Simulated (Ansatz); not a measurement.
# WC: the cost of one run

Computed with Ansatz 0.2.0 (DFT r2SCAN, scalar-relativistic, plane waves, PAW, unless a step's input says otherwise).

### 1 The system as given

It takes space group Fm-3m (No. 225, cubic). The conventional cell has a = 4.385 Å, b = 4.385 Å, c = 4.385 Å, α = 90.00°, β = 90.00°, γ = 90.00°. W (site symmetry m-3m) is surrounded by 6 C at 2.19 Å. Around C (site symmetry m-3m) lie 6 W at 2.19 Å.

Structure file:

```
CELL_PARAMETERS angstrom
0.00000 2.19268 2.19268
2.19268 0.00000 2.19268
2.19268 2.19268 0.00000
ATOMIC_POSITIONS crystal
W 0.00000 0.00000 0.00000
C 0.50000 0.50000 0.50000
```

It goes back to an entry of the Materials Project, which need not be the stable form.

No relaxation comes first: the listed cell is the starting point.

### 2 The reference cell

The reference gives a free energy of -10648.3393 eV, pressure -5.25 GPa, largest force 0.000 eV/Å and gap on the mesh none (metal). It was computed beforehand with the settings of the runs below.

### 3 Next: a two-dimensional strain map

The cell is strained by p along both x and y and by q along z, with fractional coordinates fixed.

### 4 At p = -0.080, q = -0.080

input.yaml reads:

```yaml
crystal:
  lattice:
    - [0.0, 2.01726928, 2.01726928]
    - [2.01726928, 0.0, 2.01726928]
    - [2.01726928, 2.01726928, 0.0]
  atoms:
    - { symbol: W, position: [0.0, 0.0, 0.0] }
    - { symbol: C, position: [0.5, 0.5, 0.5] }
basis:
  ecutwfc: 500
kpoints:
  mp_grid: { grid: [18, 18, 18] }
hamiltonian:
  xc: r2scan
scf:
  occupations: { method: gaussian, width: 0.15 }
output:
  forces: true
  stress: true
  eigenvalues: true
```

Command:

```bash
$ ansatz run input.yaml --threads 1 --pin off --max-ram 2560MiB --backend cpu --events-out ev --progress --plain --runs-dir out
```

What time and memory should one allow on 1 thread of Intel Xeon at 2.50GHz (Skylake/Cascade Lake), shared host?

About 17 s, with a peak of 0.43 GiB.
